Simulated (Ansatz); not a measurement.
# CH₂Ga (quartet): B2PLYP, RPA-PBE over vertical spin and charge gaps, cc-pVDZ

How well do these functionals follow the top wave-function level for CH₂Ga (quartet) over vertical spin and charge gaps?

The runs use Ansatz 0.2.0, Gaussian basis; cc-pVDZ, all electrons in the functionals, frozen cores in the correlation of double hybrids and RPA.

To be run: B2PLYP, RPA-PBE, at charge 0, quartet; charge 0, doublet; charge 0, sextet; charge 1, triplet; charge 1, quintet.

12 further runs of the same task are left out: 7 for a known fault of the program, 5 set aside as unsound or not needed.

## (1) The geometry

The geometry is a PBE0/def2-TZVP stationary point (not a proven minimum). No spin-orbit coupling is included. The filled d shell of Ga may be among the frozen orbitals whatever the setting's name suggests; the logs give the count.

4 atoms, charge 0, spin multiplicity 4.

Atoms are counted from 1 here; the program's logs count them from 0.

Bond lengths: C1–Ga2 1.979 Å, C1–H3 1.085 Å, C1–H4 1.085 Å. Angles: Ga2–C1–H3 120.7°, Ga2–C1–H4 120.7°, H3–C1–H4 118.7°.

No dispersion term is added.

The geometry shown and the zero of energy belong to the point charge 0, quartet. The yardstick, RCCSDTQ, and other wave-function levels (R restricted, U unrestricted, valence and pair active spaces) come from earlier runs.

## (2) B2PLYP, charge 0, quartet

File in.yaml:

```yaml
crystal:
  periodic: [false, false, false]
  atoms:
    - {symbol: C, position_ang: [0.000000, 0.000000, 1.634303]}
    - {symbol: Ga, position_ang: [0.000000, 0.000000, -0.344779]}
    - {symbol: H, position_ang: [0.000000, 0.933392, 2.187576]}
    - {symbol: H, position_ang: [0.000000, -0.933392, 2.187576]}
basis:
  gaussian: {orbitals: cc-pVDZ}
magnetization: {spin_polarized: true, initial_magnetization: 3}
hamiltonian: {xc: {name: B2PLYP}}
correlation: {electrons: outside_noble_gas}
```

Command:

```console
> ansatz run in.yaml --threads 1 --pin off --events-out ev --progress --plain --max-ram 4096MiB --backend cpu
```

The program printed:

```text
Functional definition: B2PLYP
  name "B2PLYP"
  cite "Grimme, J. Chem. Phys. 124, 034108 (2006) doi:10.1063/1.2148954"
  cite "Becke, Phys. Rev. A 38, 3098 (1988) doi:10.1103/PhysRevA.38.3098"
  cite "Lee, Yang & Parr, Phys. Rev. B 37, 785 (1988) doi:10.1103/PhysRevB.37.785"
  parameter a = 0.53
  parameter c = 0.27
  exchange = (1 - a)*b88_x + a*exact_x
  correlation = (1 - c)*lyp_c + c*(mp2_os + mp2_ss)
543 factors; integrals over basis functions are off by at most 1.2e-3 eV
mean field evaluation 1: about -53426.7128 eV, gradient 1.5e1 eV
mean field evaluation 2: about -53426.7362 eV, gradient 1.5e1 eV
mean field evaluation 4: about -53428.2141 eV, gradient 1.3e0 eV
mean field evaluation 8: about -53428.2404 eV, gradient 4.2e-2 eV
mean field evaluation 16: about -53428.2405 eV, gradient 7.0e-5 eV
mean field -53428.24045849 eV, -1963.4516218873 hartree, gradient 2.6e-6 eV, S^2 3.761965; 2 other end points of the search recorded, 0 dependent functions left out
15 core orbitals not correlated: weight in the atoms' cores, before any rotation towards them, 0.990 or more for the frozen orbitals, at most 0.011 for the correlated occupied ones
reference -53428.24057996 eV, -1963.4516263515 hartree; 6, 3 occupied and 30, 33 virtual orbitals, 543 factors
second order -4.89321187 eV of doubles, -0.00000000 eV of singles
Total energy: -53429.56174717 eV, -1963.5001783508 hartree
```

Wall time 1.8 s (1 thread of AMD EPYC 7R13, shared host); peak memory 0.26 GiB.

From the report: ⟨S²⟩ of the determinant 3.762 (pure quartet: 3.75).

## (3) B2PLYP, charge 0, doublet

Changes to in.yaml since step 2:

```diff
@@ -9,3 +9,3 @@
   gaussian: {orbitals: cc-pVDZ}
-magnetization: {spin_polarized: true, initial_magnetization: 3}
+magnetization: {spin_polarized: true, initial_magnetization: 1}
 hamiltonian: {xc: {name: B2PLYP}}
```

The command is unchanged.

The program printed, cut to the lines that bear on the results:

```text
Functional definition: B2PLYP
  name "B2PLYP"
  cite "Grimme, J. Chem. Phys. 124, 034108 (2006) doi:10.1063/1.2148954"
  cite "Becke, Phys. Rev. A 38, 3098 (1988) doi:10.1103/PhysRevA.38.3098"
  cite "Lee, Yang & Parr, Phys. Rev. B 37, 785 (1988) doi:10.1103/PhysRevB.37.785"
[...]
543 factors; integrals over basis functions are off by at most 1.2e-3 eV
[...]
mean field -53430.33234244 eV, -1963.5284972047 hartree, gradient 1.9e-6 eV, S^2 0.755272; 8 other end points of the search recorded, 0 dependent functions left out
15 core orbitals not correlated: weight in the atoms' cores, before any rotation towards them, 0.989 or more for the frozen orbitals, at most 0.009 for the correlated occupied ones
reference -53430.33246157 eV, -1963.5285015826 hartree; 5, 4 occupied and 31, 32 virtual orbitals, 543 factors
second order -5.45935816 eV of doubles, -0.00000000 eV of singles
Total energy: -53431.80648827 eV, -1963.5826710648 hartree
```

Run time: 7 s. Hardware: 1 thread of AMD EPYC 7R13, shared host; peak memory 0.26 GiB.

From the report: ⟨S²⟩ of the determinant 0.755 (pure doublet: 0.75).

From charge 0, quartet: -2.245 eV.

## (4) B2PLYP, charge 0, sextet

Changes to in.yaml since step 3:

```diff
@@ -9,3 +9,3 @@
   gaussian: {orbitals: cc-pVDZ}
-magnetization: {spin_polarized: true, initial_magnetization: 1}
+magnetization: {spin_polarized: true, initial_magnetization: 5}
 hamiltonian: {xc: {name: B2PLYP}}
```

Same command.

The program printed, cut to the lines that bear on the results:

```text
Functional definition: B2PLYP
  name "B2PLYP"
  cite "Grimme, J. Chem. Phys. 124, 034108 (2006) doi:10.1063/1.2148954"
  cite "Becke, Phys. Rev. A 38, 3098 (1988) doi:10.1103/PhysRevA.38.3098"
  cite "Lee, Yang & Parr, Phys. Rev. B 37, 785 (1988) doi:10.1103/PhysRevB.37.785"
[...]
543 factors; integrals over basis functions are off by at most 1.2e-3 eV
[...]
mean field -53421.76164983 eV, -1963.2135300606 hartree, gradient 4.5e-6 eV, S^2 8.756549; 0 other end points of the search recorded, 0 dependent functions left out
15 core orbitals not correlated: weight in the atoms' cores, before any rotation towards them, 0.959 or more for the frozen orbitals, at most 0.035 for the correlated occupied ones
reference -53421.76177566 eV, -1963.2135346848 hartree; 7, 2 occupied and 29, 34 virtual orbitals, 543 factors
second order -3.64262088 eV of doubles, -0.00000000 eV of singles
Total energy: -53422.74528330 eV, -1963.2496779238 hartree
```

It took 1.4 s on 1 thread of AMD EPYC 7R13, shared host; peak memory 0.26 GiB.

From the report: ⟨S²⟩ of the determinant 8.757 (pure sextet: 8.75).

From charge 0, quartet: +6.816 eV.

## (5) B2PLYP, charge 1, triplet

Changes to in.yaml since step 4:

```diff
@@ -9,3 +9,4 @@
   gaussian: {orbitals: cc-pVDZ}
-magnetization: {spin_polarized: true, initial_magnetization: 5}
+total_charge: 1
+magnetization: {spin_polarized: true, initial_magnetization: 2}
 hamiltonian: {xc: {name: B2PLYP}}
```

Same command.

The program printed, cut to the lines that bear on the results:

```text
Functional definition: B2PLYP
  name "B2PLYP"
  cite "Grimme, J. Chem. Phys. 124, 034108 (2006) doi:10.1063/1.2148954"
  cite "Becke, Phys. Rev. A 38, 3098 (1988) doi:10.1103/PhysRevA.38.3098"
  cite "Lee, Yang & Parr, Phys. Rev. B 37, 785 (1988) doi:10.1103/PhysRevB.37.785"
[...]
543 factors; integrals over basis functions are off by at most 1.2e-3 eV
[...]
mean field -53422.65360518 eV, -1963.2463088152 hartree, gradient 7.2e-6 eV, S^2 2.018909; 2 other end points of the search recorded, 0 dependent functions left out
15 core orbitals not correlated: weight in the atoms' cores, before any rotation towards them, 0.993 or more for the frozen orbitals, at most 0.007 for the correlated occupied ones
reference -53422.65372267 eV, -1963.2463131328 hartree; 5, 3 occupied and 31, 33 virtual orbitals, 543 factors
second order -4.59656963 eV of doubles, -0.00000000 eV of singles
Total energy: -53423.89479647 eV, -1963.2919217537 hartree
```

Run time: 2.2 s. Hardware: 1 thread of AMD EPYC 7R13, shared host; peak memory 0.26 GiB.

From the report: ⟨S²⟩ of the determinant 2.019 (pure triplet: 2.00).

From charge 0, quartet: +5.667 eV.

## (6) B2PLYP, charge 1, quintet

Changes to in.yaml since step 5:

```diff
@@ -10,3 +10,3 @@
 total_charge: 1
-magnetization: {spin_polarized: true, initial_magnetization: 2}
+magnetization: {spin_polarized: true, initial_magnetization: 4}
 hamiltonian: {xc: {name: B2PLYP}}
```

Same command.

The program printed, cut to the lines that bear on the results:

```text
Functional definition: B2PLYP
  name "B2PLYP"
  cite "Grimme, J. Chem. Phys. 124, 034108 (2006) doi:10.1063/1.2148954"
  cite "Becke, Phys. Rev. A 38, 3098 (1988) doi:10.1103/PhysRevA.38.3098"
  cite "Lee, Yang & Parr, Phys. Rev. B 37, 785 (1988) doi:10.1103/PhysRevB.37.785"
[...]
543 factors; integrals over basis functions are off by at most 1.2e-3 eV
[...]
mean field -53416.15013228 eV, -1963.0073105941 hartree, gradient 2.6e-6 eV, S^2 6.005251; 2 other end points of the search recorded, 0 dependent functions left out
15 core orbitals not correlated: weight in the atoms' cores, before any rotation towards them, 0.981 or more for the frozen orbitals, at most 0.017 for the correlated occupied ones
reference -53416.15024999 eV, -1963.0073149200 hartree; 6, 2 occupied and 30, 34 virtual orbitals, 543 factors
second order -3.50550691 eV of doubles, -0.00000000 eV of singles
Total energy: -53417.09673685 eV, -1963.0420976707 hartree
```

Wall time 1.8 s (1 thread of AMD EPYC 7R13, shared host); peak memory 0.26 GiB.

From the report: ⟨S²⟩ of the determinant 6.005 (pure quintet: 6.00).

From charge 0, quartet: +12.465 eV.

## (7) RPA-PBE, charge 0, quartet

Changes to in.yaml since step 6:

```diff
@@ -9,5 +9,4 @@
   gaussian: {orbitals: cc-pVDZ}
-total_charge: 1
-magnetization: {spin_polarized: true, initial_magnetization: 4}
-hamiltonian: {xc: {name: B2PLYP}}
-correlation: {electrons: outside_noble_gas}
+magnetization: {spin_polarized: true, initial_magnetization: 3}
+hamiltonian: {xc: {name: PBE}}
+correlation: {method: rpa, electrons: outside_noble_gas}
```

The command is unchanged.

The program printed, cut to the lines that bear on the results:

```text
Functional definition: PBE
  name "PBE"
  cite "Perdew, Burke & Ernzerhof, Phys. Rev. Lett. 77, 3865 (1996) doi:10.1103/PhysRevLett.77.3865"
  parent pbe
[...]
543 factors; integrals over basis functions are off by at most 1.2e-3 eV
[...]
mean field -53432.65321664 eV, -1963.6137877584 hartree, gradient 7.7e-6 eV, S^2 3.754436; 7 other end points of the search recorded, 0 dependent functions left out
15 core orbitals not correlated: weight in the atoms' cores, before any rotation towards them, 0.972 or more for the frozen orbitals, at most 0.029 for the correlated occupied ones
reference -53391.64611369 eV, -1962.1068045205 hartree; 6, 3 occupied and 30, 33 virtual orbitals, 543 factors
Total energy: -53399.44008489 eV, -1962.3932276792 hartree
```

Wall time 3.1 s (1 thread of AMD EPYC 7R13, shared host); peak memory 0.26 GiB.

From the report: ⟨S²⟩ of the determinant 3.754 (pure quartet: 3.75).

## (8) RPA-PBE, charge 0, doublet

Changes to in.yaml since step 7:

```diff
@@ -9,3 +9,3 @@
   gaussian: {orbitals: cc-pVDZ}
-magnetization: {spin_polarized: true, initial_magnetization: 3}
+magnetization: {spin_polarized: true, initial_magnetization: 1}
 hamiltonian: {xc: {name: PBE}}
```

The command is unchanged.

The program printed, cut to the lines that bear on the results:

```text
Functional definition: PBE
  name "PBE"
  cite "Perdew, Burke & Ernzerhof, Phys. Rev. Lett. 77, 3865 (1996) doi:10.1103/PhysRevLett.77.3865"
  parent pbe
[...]
543 factors; integrals over basis functions are off by at most 1.2e-3 eV
[...]
mean field -53434.86122274 eV, -1963.6949304860 hartree, gradient 2.0e-6 eV, S^2 0.753380; 7 other end points of the search recorded, 0 dependent functions left out
15 core orbitals not correlated: weight in the atoms' cores, before any rotation towards them, 0.974 or more for the frozen orbitals, at most 0.021 for the correlated occupied ones
reference -53393.17740195 eV, -1962.1630783263 hartree; 5, 4 occupied and 31, 32 virtual orbitals, 543 factors
Total energy: -53401.60137242 eV, -1962.4726535311 hartree
```

Run time: 4.4 s. Hardware: 1 thread of AMD EPYC 7R13, shared host; peak memory 0.26 GiB.

From the report: ⟨S²⟩ of the determinant 0.753 (pure doublet: 0.75).

From charge 0, quartet: -2.161 eV.

## (9) RPA-PBE, charge 0, sextet

Changes to in.yaml since step 8:

```diff
@@ -9,3 +9,3 @@
   gaussian: {orbitals: cc-pVDZ}
-magnetization: {spin_polarized: true, initial_magnetization: 1}
+magnetization: {spin_polarized: true, initial_magnetization: 5}
 hamiltonian: {xc: {name: PBE}}
```

Launched as before.

The program printed, cut to the lines that bear on the results:

```text
Functional definition: PBE
  name "PBE"
  cite "Perdew, Burke & Ernzerhof, Phys. Rev. Lett. 77, 3865 (1996) doi:10.1103/PhysRevLett.77.3865"
  parent pbe
[...]
543 factors; integrals over basis functions are off by at most 1.2e-3 eV
[...]
mean field -53425.66747652 eV, -1963.3570665440 hartree, gradient 3.4e-6 eV, S^2 8.754994; 0 other end points of the search recorded, 0 dependent functions left out
15 core orbitals not correlated: weight in the atoms' cores, before any rotation towards them, 0.896 or more for the frozen orbitals, at most 0.094 for the correlated occupied ones
reference -53386.52099336 eV, -1961.9184598223 hartree; 7, 2 occupied and 29, 34 virtual orbitals, 543 factors
Total energy: -53393.00776541 eV, -1962.1568442985 hartree
```

Run time: 1.1 s. Hardware: 1 thread of AMD EPYC 7R13, shared host; peak memory 0.26 GiB.

From the report: ⟨S²⟩ of the determinant 8.755 (pure sextet: 8.75).

From charge 0, quartet: +6.432 eV.

## (10) RPA-PBE, charge 1, triplet

Changes to in.yaml since step 9:

```diff
@@ -9,3 +9,4 @@
   gaussian: {orbitals: cc-pVDZ}
-magnetization: {spin_polarized: true, initial_magnetization: 5}
+total_charge: 1
+magnetization: {spin_polarized: true, initial_magnetization: 2}
 hamiltonian: {xc: {name: PBE}}
```

The command is unchanged.

The program printed, cut to the lines that bear on the results:

```text
Functional definition: PBE
  name "PBE"
  cite "Perdew, Burke & Ernzerhof, Phys. Rev. Lett. 77, 3865 (1996) doi:10.1103/PhysRevLett.77.3865"
  parent pbe
[...]
543 factors; integrals over basis functions are off by at most 1.2e-3 eV
[...]
mean field -53426.88062450 eV, -1963.4016489101 hartree, gradient 1.8e-6 eV, S^2 2.006203; 0 other end points of the search recorded, 0 dependent functions left out
15 core orbitals not correlated: weight in the atoms' cores, before any rotation towards them, 0.984 or more for the frozen orbitals, at most 0.014 for the correlated occupied ones
reference -53386.20137247 eV, -1961.9067139715 hartree; 5, 3 occupied and 31, 33 virtual orbitals, 543 factors
Total energy: -53393.59730836 eV, -1962.1785096019 hartree
```

Run time: 1.4 s. Hardware: 1 thread of AMD EPYC 7R13, shared host; peak memory 0.26 GiB.

From the report: ⟨S²⟩ of the determinant 2.006 (pure triplet: 2.00).

From charge 0, quartet: +5.843 eV.

## (11) RPA-PBE, charge 1, quintet

Changes to in.yaml since step 10:

```diff
@@ -10,3 +10,3 @@
 total_charge: 1
-magnetization: {spin_polarized: true, initial_magnetization: 2}
+magnetization: {spin_polarized: true, initial_magnetization: 4}
 hamiltonian: {xc: {name: PBE}}
```

Launched as before.

The program printed, cut to the lines that bear on the results:

```text
Functional definition: PBE
  name "PBE"
  cite "Perdew, Burke & Ernzerhof, Phys. Rev. Lett. 77, 3865 (1996) doi:10.1103/PhysRevLett.77.3865"
  parent pbe
[...]
543 factors; integrals over basis functions are off by at most 1.2e-3 eV
[...]
mean field -53419.88779632 eV, -1963.1446672142 hartree, gradient 3.1e-6 eV, S^2 6.004057; 12 other end points of the search recorded, 0 dependent functions left out
15 core orbitals not correlated: weight in the atoms' cores, before any rotation towards them, 0.962 or more for the frozen orbitals, at most 0.035 for the correlated occupied ones
reference -53380.86003139 eV, -1961.7104233072 hartree; 6, 2 occupied and 30, 34 virtual orbitals, 543 factors
Total energy: -53387.24402970 eV, -1961.9450309176 hartree
```

Run time: 5.5 s. Hardware: 1 thread of AMD EPYC 7R13, shared host; peak memory 0.26 GiB.

From the report: ⟨S²⟩ of the determinant 6.004 (pure quintet: 6.00).

From charge 0, quartet: +12.196 eV.

## (12) The comparison

The yardstick is RCCSDTQ, where the cluster series has nearly closed. It comes from earlier runs at the same points. Energies in eV, counted from charge 0, quartet; blanks weren't run or aren't comparable.

```csv
level,quartet to doublet,quartet to sextet,ionisation to the triplet cation,ionisation to the quintet cation
RCCSDTQ,-2.098,6.334,5.707,12.105
B2PLYP,-2.245,6.816,5.667,12.465
RPA-PBE,-2.161,6.432,5.843,12.196
```

Largest miss and mean time a point (RCCSDTQ took 24 s a point; shared hosts):

```csv
level,largest miss (eV),where,time a point
B2PLYP,+0.483,quartet to sextet,2.8 s
RPA-PBE,+0.136,ionisation to the triplet cation,3.1 s
```

## (13) What came out

| quantity | value |
| --- | --- |
| quartet to doublet, RCCSDTQ | -2.098 eV |
| quartet to sextet, RCCSDTQ | 6.334 eV |
| ionisation to the triplet cation, RCCSDTQ | 5.707 eV |
| ionisation to the quintet cation, RCCSDTQ | 12.105 eV |
| largest miss, B2PLYP | +0.483 eV (quartet to sextet) |
| largest miss, RPA-PBE | +0.136 eV (ionisation to the triplet cation) |

In words: Of the functionals, RPA-PBE keep the smallest largest miss at the points compared (at most 0.136 eV) and B2PLYP strays most (0.483 eV, at quartet to sextet). Functionals and the yardstick converge differently with the basis, so part of each miss in cc-pVDZ is the basis.
